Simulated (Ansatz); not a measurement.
**CH₄AlBO: how energies converge with the basis set**

The task here is to estimate one member of a computed series from the others.

Method: one geometry, several basis sets; program: Ansatz 0.2.0, Gaussian basis.

The runs, in order: PBE0-D4/def2-SVP; ωB97M-V/def2-SVP; PBE0-D4/def2-QZVPP; ωB97M-V/def2-QZVPP; the functionals' def2-TZVPP values are taken from earlier runs.

1 further run of the same task is left out (it didn't finish).

## Structure used throughout

The geometry comes from an earlier relaxation with PBE0-D4 in a triple-zeta def2 set; it is a stationary point, not always the lowest conformer.

SMILES `C[B]1[O][AlH]1`, 8 atoms, charge 0, spin multiplicity 1.

Atoms are counted from 1 here; the program's logs count them from 0.

Bond lengths: C1–B2 1.549 Å, C1–H5 1.094 Å, C1–H6 1.094 Å, C1–H7 1.094 Å, B2–O3 1.331 Å, B2–Al4 2.013 Å, O3–Al4 1.815 Å, Al4–H8 1.586 Å. Angles: B2–C1–H5 111.6°, B2–C1–H6 110.3°, B2–C1–H7 110.3°, H5–C1–H6 109.0°, H5–C1–H7 109.0°, H6–C1–H7 106.4°, C1–B2–O3 135.2°, C1–B2–Al4 163.0°, O3–B2–Al4 61.8°, B2–O3–Al4 77.9°, B2–Al4–O3 40.3°, B2–Al4–H8 158.3°, O3–Al4–H8 118.1°.

Geometry (Å):

```mol
CH4AlBO
  3D, bonds by distance, orders not assigned

  8  8  0  0  0  0  0  0  0  0999 V2000
   -0.1912    1.3569   -0.3706 C   0  0
    0.0507   -0.1209    0.0254 B   0  0
    1.1198   -0.8565    0.3194 O   0  0
   -0.2280   -2.0611    0.4857 Al  0  0
    0.7457    1.9200   -0.4167 H   0  0
   -0.8613    1.8380    0.3475 H   0  0
   -0.6888    1.4129   -1.3429 H   0  0
    0.1453   -3.5465    0.8964 H   0  0
  1  2  8  0
  2  3  8  0
  3  4  8  0
  1  5  8  0
  1  6  8  0
  1  7  8  0
  4  8  8  0
  2  4  8  0
M  END
```

The first run:

Input file in.yaml:

```yaml
crystal:
  periodic: [false, false, false]
  atoms:
    - {symbol: C, position_ang: [-0.191184, 1.356932, -0.370645]}
    - {symbol: B, position_ang: [0.050704, -0.120880, 0.025394]}
    - {symbol: O, position_ang: [1.119756, -0.856479, 0.319430]}
    - {symbol: Al, position_ang: [-0.228048, -2.061095, 0.485688]}
    - {symbol: H, position_ang: [0.745729, 1.920016, -0.416699]}
    - {symbol: H, position_ang: [-0.861261, 1.837966, 0.347489]}
    - {symbol: H, position_ang: [-0.688845, 1.412905, -1.342927]}
    - {symbol: H, position_ang: [0.145349, -3.546467, 0.896369]}
basis:
  gaussian: {orbitals: def2-SVP}
hamiltonian: {xc: pbe0, dispersion: d4}
output: {orbitals: {seedname: orbitals}}
```

Command:

```
$ ansatz run in.yaml --threads 2 --pin off --events-out ev --progress --plain --max-ram 4352MiB
```

Steps of the session up to this table: PBE0-D4 in def2-SVP; ωB97M-V in def2-SVP; PBE0-D4 in def2-QZVPP; ωB97M-V in def2-QZVPP.

One of the session's tables, all rows but one given; the rest of the session is left out.

```
functional       basis  HOMO (eV)  LUMO (eV)
   PBE0-D4    def2-SVP      -5.86      -1.32
   PBE0-D4  def2-TZVPP      -5.88      -1.42
   PBE0-D4  def2-QZVPP          ?          ?
   ωB97M-V    def2-SVP      -7.83       0.48
   ωB97M-V  def2-TZVPP      -7.86       0.31
   ωB97M-V  def2-QZVPP      -7.89       0.09
```

Q: Estimate the row for PBE0-D4, def2-QZVPP from the others.

**Answer.** HOMO (eV): -5.90; LUMO (eV): -1.47. In the column «HOMO (eV)» it lies between ωB97M-V, def2-SVP (-7.83) and PBE0-D4, def2-TZVPP (-5.88).
